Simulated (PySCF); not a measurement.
# C3H7BGe: the cost of one run

Computed with PySCF 2.14.0 and routines of our own; the level stands in each step. Atoms count from 0.

## (1) The starting structure

12 atoms, charge 0, multiplicity 1; geometry from: GFN2-xTB.

## (2) Geometry optimisation at PBE0-D3(BJ)/def2-SVP

Job settings and geometry (Å):

```
{"job": {"xc": "PBE0", "basis": "def2-SVP", "d3": "d3bj", "grid": 1, "maxiter": 30, "shake": 0.01, "kind": "geom"}, "charge": 0, "multiplicity": 1}
C      2.507630     1.313700     0.433140
C      1.397810     0.388920     0.332290
C      0.475000    -0.408490     0.250150
B     -0.611430    -1.347290     0.145800
Ge    -2.449450    -0.706160    -0.478110
H      2.225820     2.274660    -0.079960
H      2.699330     1.549600     1.479510
H      3.404840     0.926890    -0.023930
H     -0.485830    -2.472030     0.444960
H     -3.568980    -0.924110     0.517330
H     -2.983620    -1.380560    -1.689330
H     -2.571440     0.756600    -0.796740
```

Started as:

```console
$ OMP_NUM_THREADS=1 python heavy_run.py task.json out
```

This one command runs all jobs of the session in turn.

Q: Estimate the wall time and peak memory of this first job on 1 thread of Arm Neoverse V2, shared host.

About 24 s, with a peak of 0.49 GiB.
